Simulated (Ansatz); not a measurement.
# SiGe₂H₆: a ladder of functionals and wavefunction methods

An exercise on one series of results from a longer session: the logs are not shown, and one member is left open.

Method: functionals in def2-TZVPP, the program's frozen cores in correlated methods; program: Ansatz 0.2.0, Gaussian basis.

Plan: LDA (SPW92), PBE-D4, revPBE-D4, BLYP-D4, r2SCAN-D4, B97M-V, PBE0-D4, B3LYP-D4, r2SCANh-D4, r2SCAN0-D4, HSE06-D4, BHLYP-D4, CAM-B3LYP-D4, LC-ωPBE, ωB97X-V, ωB97M-V, B2PLYP, PBE-QIDH; CCSD(T)/def2-SVP; CCSD(T)/def2-TZVPP; MP2/def2-QZVPP; extrapolation to the limit; RPA on PBE.

### The relaxed structure

The geometry comes from an earlier relaxation with PBE0-D4 in a triple-zeta def2 set; it is a stationary point, not always the lowest conformer.

9 atoms, charge 0, spin multiplicity 1.

Atoms are counted from 1 here; the program's logs count them from 0.

Bond lengths: Si1–Ge2 2.378 Å, Si1–Ge3 2.378 Å, Si1–H4 1.484 Å, Si1–H5 1.484 Å, Ge2–Ge3 2.436 Å, Ge2–H6 1.532 Å, Ge2–H7 1.532 Å, Ge3–H8 1.532 Å, Ge3–H9 1.532 Å. Angles: Ge2–Si1–Ge3 61.6°, Ge2–Si1–H4 118.4°, Ge2–Si1–H5 118.5°, Ge3–Si1–H4 118.4°, Ge3–Si1–H5 118.5°, H4–Si1–H5 112.6°, Si1–Ge2–Ge3 59.2°, Si1–Ge2–H6 118.9°, Si1–Ge2–H7 118.9°, Ge3–Ge2–H6 118.3°, Ge3–Ge2–H7 118.3°, H6–Ge2–H7 113.1°, Si1–Ge3–Ge2 59.2°, Si1–Ge3–H8 118.9°, Si1–Ge3–H9 118.9°, Ge2–Ge3–H8 118.3°, Ge2–Ge3–H9 118.3°, H8–Ge3–H9 113.1°.

The first run:

Contents of in.yaml:

```yaml
crystal:
  periodic: [false, false, false]
  atoms:
    - {symbol: Si, position_ang: [-1.125050, 0.330210, -0.707974]}
    - {symbol: Ge, position_ang: [1.208978, 0.600066, -0.338938]}
    - {symbol: Ge, position_ang: [-0.103081, -0.924679, 1.034898]}
    - {symbol: H, position_ang: [-1.568932, -0.387769, -1.928620]}
    - {symbol: H, position_ang: [-2.033261, 1.444482, -0.339150]}
    - {symbol: H, position_ang: [1.712859, 1.899151, 0.297009]}
    - {symbol: H, position_ang: [2.192654, 0.004097, -1.350440]}
    - {symbol: H, position_ang: [0.097033, -2.431104, 0.843575]}
    - {symbol: H, position_ang: [-0.381201, -0.534454, 2.489649]}
basis:
  gaussian: {orbitals: def2-TZVPP}
hamiltonian: {xc: lda}
output: {orbitals: {seedname: orbitals}}
```

Started as:

```sh
ansatz run in.yaml --threads 4 --pin off --events-out ev --progress --plain --max-ram 10444MiB
```

Steps of the session up to this table: LDA; PBE-D4 (GGA); revPBE-D4 (GGA); BLYP-D4 (GGA); r2SCAN-D4 (meta-GGA); B97M-V (meta-GGA); PBE0-D4 (hybrid); B3LYP-D4 (hybrid); r2SCANh-D4 (hybrid); r2SCAN0-D4 (hybrid); HSE06-D4 (hybrid); BHLYP-D4 (hybrid); CAM-B3LYP-D4 (range-separated); LC-ωPBE (range-separated); ωB97X-V (range-separated); ωB97M-V (range-separated); B2PLYP (double hybrid); PBE-QIDH (double hybrid).

One table of the session follows, with a row left open; its other results are not shown here.

It belongs to the step «Orbital energies across the functionals». 

```
  functional  HOMO (eV)  gap (eV)
 LDA (SPW92)      -5.87      4.29
      PBE-D4      -5.75      4.29
   revPBE-D4      -5.70      4.30
     BLYP-D4      -5.58      4.33
   r2SCAN-D4      -5.98      4.67
      B97M-V      -6.00      4.58
     PBE0-D4      -6.68      6.01
    B3LYP-D4          ?         ?
  r2SCANh-D4      -6.31      5.29
  r2SCAN0-D4      -6.83      6.23
    HSE06-D4      -6.30      5.25
    BHLYP-D4      -7.46      7.78
CAM-B3LYP-D4      -7.81      8.32
     LC-ωPBE      -9.04     10.56
     ωB97X-V      -8.75     10.16
     ωB97M-V      -8.59      9.80
```

**Question.** Estimate the row for B3LYP-D4.

Worked estimate for «HOMO (eV)». Against the share of exact exchange, BLYP-D4 (0, -5.58), BHLYP-D4 (0.5, -7.46) give a slope of -3.76 per unit share; at 0.2 the line stands at -6.33.

As computed: HOMO (eV): -6.48; gap (eV): 5.70. In «HOMO (eV)» the line misses by +0.15.
